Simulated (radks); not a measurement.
# Ionisation energy and size from Hf⁴⁺ to Au⁴⁺

One table from this session's results is given with a row withheld; the runs are named, their logs left out.

The numbers are computed with radks (a radial shooting solver on a logarithmic mesh, Libxc functionals) version 1 (Dirac Kohn-Sham, PBE, spin-unpolarised, spherical densities, finite nucleus; open shells fill j = l - 1/2 first), except any that are marked as measured or tabulated.

**What is computed**

| Property | Result |
| --- | --- |
| species | Hf⁴⁺, Ta⁴⁺, W⁴⁺, Re⁴⁺, Os⁴⁺, Ir⁴⁺, Pt⁴⁺, Au⁴⁺ |
| runs | 16, each species and its next ion |

The first run:

Settings of this run:

```text
Z 72
configuration [Xe] 4f14
relativity Dirac
functional pbe,pbe
spin unpolarised
j_filling energy
nucleus finite rms 5.347 fm
c 137.035999084
```

Among the steps run: Hf⁴⁺, [Xe] 4f14; Hf⁵⁺, [Xe] 4f13; Ta⁴⁺, [Xe] 4f14 5d1; Ta⁵⁺, [Xe] 4f14; W⁴⁺, [Xe] 4f14 5d2; W⁵⁺, [Xe] 4f14 5d1; Re⁴⁺, [Xe] 4f14 5d3; Re⁵⁺, [Xe] 4f14 5d2; Os⁴⁺, [Xe] 4f14 5d4; Os⁵⁺, [Xe] 4f14 5d3; Ir⁴⁺, [Xe] 4f14 5d5; Ir⁵⁺, [Xe] 4f14 5d4; Pt⁴⁺, [Xe] 4f14 5d6; Pt⁵⁺, [Xe] 4f14 5d5; Au⁴⁺, [Xe] 4f14 5d7; Au⁵⁺, [Xe] 4f14 5d6.

One table of the session follows, with a row left open; its other results are not shown here.

```
species  Δ-SCF (eV)  −ε(HOMO) (eV)  its <r> (bohr)
   Hf⁴⁺      68.754         57.045            1.33
   Ta⁴⁺      48.082         41.598            1.72
    W⁴⁺           ?              ?               ?
   Re⁴⁺      53.166         46.304            1.58
   Os⁴⁺      55.684         48.630            1.52
   Ir⁴⁺      56.607         49.500            1.50
   Pt⁴⁺      59.041         51.743            1.45
   Au⁴⁺      61.455         53.966            1.40
```

Q: Estimate the row for W⁴⁺ from the others.

**Answer.** Δ-SCF (eV): 50.631; −ε(HOMO) (eV): 43.959; its <r> (bohr): 1.64. In the column «Δ-SCF (eV)» it lies between Ta⁴⁺ (48.082) and Re⁴⁺ (53.166).

Limits of these values: For Hf⁴⁺ the highest level isn't the widest one, so −ε(HOMO) and <r> belong to different orbitals, and Δ-SCF follows the ion's typed configuration. Spin polarisation and multiplet splitting are left out, so open shells lie too high by an amount that depends on their filling.
